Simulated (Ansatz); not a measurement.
Ba, space group I4/mcm: a frozen displacement of one atom, run with the Python package of Ansatz (0.2.0).

The script reads `ba.xyz`:
```text
4
Lattice="-4.13119475 4.13119475 3.83677065 4.13119475 -4.13119475 3.83677065 4.13119475 4.13119475 -3.83677065" Properties=species:S:1:pos:R:3 pbc="T T T"
Ba    1.50258072    2.62861403    3.83677065
Ba    2.62861403    1.50258072   -0.00000000
Ba    2.62861403   -1.50258072    3.83677065
Ba    1.50258072    5.63377547   -0.00000000
```

The script, `push.py`:
```python
"""Frozen displacement of one atom in Ba."""

import argparse

import ansatz as az
import numpy as np

parser = argparse.ArgumentParser(description="Frozen displacement of one atom in Ba.")
parser.add_argument("--kgrid", type=int, nargs=3, required=True, help="k-point sampling")
parser.add_argument("--max-scf", type=int, required=True, help="most SCF iterations")
parser.add_argument("--width-ev", type=float, required=True, help="smearing width (eV)")
parser.add_argument("--functional", default="LDA", help="exchange-correlation functional")
args = parser.parse_args()

cell = az.Crystal.from_extxyz("ba.xyz")

inverse = np.linalg.inv(np.array(cell.lattice.vectors))
home = np.array(cell.sites[3].position)
values = np.linspace(-0.1, 0.1, 5)
energies, pulls = [], []
for shift in values:
    moved = cell.move(3, to=home + shift * inverse[2])
    setup = moved.calculation()
    setup = setup.kpoints(*args.kgrid)
    setup = setup.scf(max_iterations=args.max_scf, lower_state_search="off")
    setup = setup.occupations(az.OccupationsMethod.COLD, width=args.width_ev)
    setup = setup.basis(24 * az.Ha, xc_grid=2).functional(args.functional)
    setup = setup.forces()
    rep = setup.run().report
    energies.append(rep["free_energy_ev"])
    pulls.append(rep["forces_ev_ang"][3][2])

# the force is minus the slope of the free energy
print("shift (A)   dE (eV)   force along z (eV/A)")
for shift, e, f in zip(values, energies, pulls):
    print(f"{shift:8.3f} {e - energies[2]:10.5f} {f:12.4f}")
print(f"stiffness from energies {2 * np.polyfit(values, energies, 2)[0]:.3f}, from forces {-np.polyfit(values, pulls, 1)[0]:.3f} eV/A^2")
```

How stiff is this displacement, and do energies and forces agree?

The curvature of the energy gives 1.219 eV/Å² and the slope of the force 1.219 eV/Å², a positive curvature.

What the script printed:

```console
$ python push.py --kgrid 5 5 5 --max-scf 100 --width-ev 0.02
shift (A)   dE (eV)   force along z (eV/A)
  -0.100    0.00610       0.1219
  -0.050    0.00152       0.0610
   0.000    0.00000       0.0000
   0.050    0.00152      -0.0610
   0.100    0.00610      -0.1219
stiffness from energies 1.219, from forces 1.219 eV/A^2
```

The settings weren't tested for convergence. For a metal this k-point mesh is coarse: on a finer one energies can move by several to tens of meV an atom and pressures by half a GPa or more, differences at one mesh by less. In a metal a curvature from energy changes of a few meV or less hangs on mesh and smearing, in size and even in sign. This isn't the structure that Ba takes at ambient conditions. All periodic images of the atom move with it, so the curvature is one diagonal element of the zone-centre force constants and no normal mode; a positive value doesn't exclude soft modes in which several atoms move. Hardware and time: 2.5 min on 1 thread of Arm Neoverse V1, on a shared host, peak memory 0.77 GiB.
